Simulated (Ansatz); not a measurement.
# In3P2: a trial structure relaxed

Where does In3P2 go from the start given, anti-tetradymite type (R-3m, No. 166)?

Method: DFT PBE, scalar-relativistic, plane waves, PAW, in Ansatz 0.2.0.

## (1) The starting structure

Symmetry: R-3m, No. 166, trigonal system. The conventional cell has a = 3.783 Å, b = 3.783 Å, c = 26.302 Å, α = 90.00°, β = 90.00°, γ = 120.00°. In (site symmetry -3m) has 6 P at 2.80 Å as nearest neighbours. In (site symmetry 3m) has 3 P at 2.65 Å as nearest neighbours. Around P (site symmetry 3m) lie 6 In at 2.65 to 2.80 Å.

Structure file:

```xyz
5
Lattice="1.8914 1.0920 8.7674 -1.8914 1.0920 8.7674 0.0000 -2.1840 8.7674" Properties=species:S:1:pos:R:3 pbc="T T T"
In    0.0000    0.0000    0.0000
In    0.0000    0.0000    5.5103
In    0.0000    0.0000   20.7920
P     0.0000    0.0000   10.5209
P     0.0000    0.0000   15.7814
```

(A quick probe on a coarse mesh, which set the mesh and smearing, is not shown.)

## (3) Full relaxation

File input.yaml:

```yaml
crystal:
  lattice:
    - [1.8913637652, 1.0919793789, 8.7674304564]
    - [-1.8913637652, 1.0919793789, 8.7674304564]
    - [0.0, -2.1839587579, 8.7674304564]
  atoms:
    - { symbol: In, position: [0.0, 0.0, 0.0] }
    - { symbol: In, position: [0.2095, 0.2095, 0.2095] }
    - { symbol: In, position: [0.7905, 0.7905, 0.7905] }
    - { symbol: P, position: [0.4, 0.4, 0.4] }
    - { symbol: P, position: [0.6, 0.6, 0.6] }
basis:
  ecutwfc: 420
kpoints:
  mp_grid: { grid: [12, 12, 12] }
hamiltonian:
  xc: pbe
scf:
  occupations: { method: gaussian, width: 0.1 }
output:
  forces: true
  stress: true
  eigenvalues: true
  write_density: true
  write_potential: true
  elf: true
  volumetric_format: npy
relax:
  adjacent_minimum: "off"
  f_tol: 0.01
  max_steps: 80
  cell: { stress_tol: 0.05 }
```

The run is started by

```console
ansatz run input.yaml --threads 1 --pin off --max-ram 2560MiB --backend cpu --events-out ev --progress --plain --runs-dir out
```

Further runs follow: relaxation repeated from the new cell.

**Question.** What will these runs give?

As calculated:

Formation energies count from the elements, computed with the same settings in runs not shown here.

| quantity | value |
| --- | --- |
| cell (conventional) | a = 3.961 Å, b = 3.961 Å, c = 25.478 Å, α = 90.00°, β = 90.00°, γ = 120.00° |
| space group | R-3m (No. 166) |
| volume | 23.08 Å³/atom |
| gap on the mesh | none (metal) |
| formation energy from the elements | -0.053 eV/atom |

**Reading.** The space group stayed R-3m, and from the first guess the volume went from 21.73 to 23.08 Å³/atom. With -0.05 eV/atom it lies under the elements, which doesn't yet make it stable against other compounds of them.
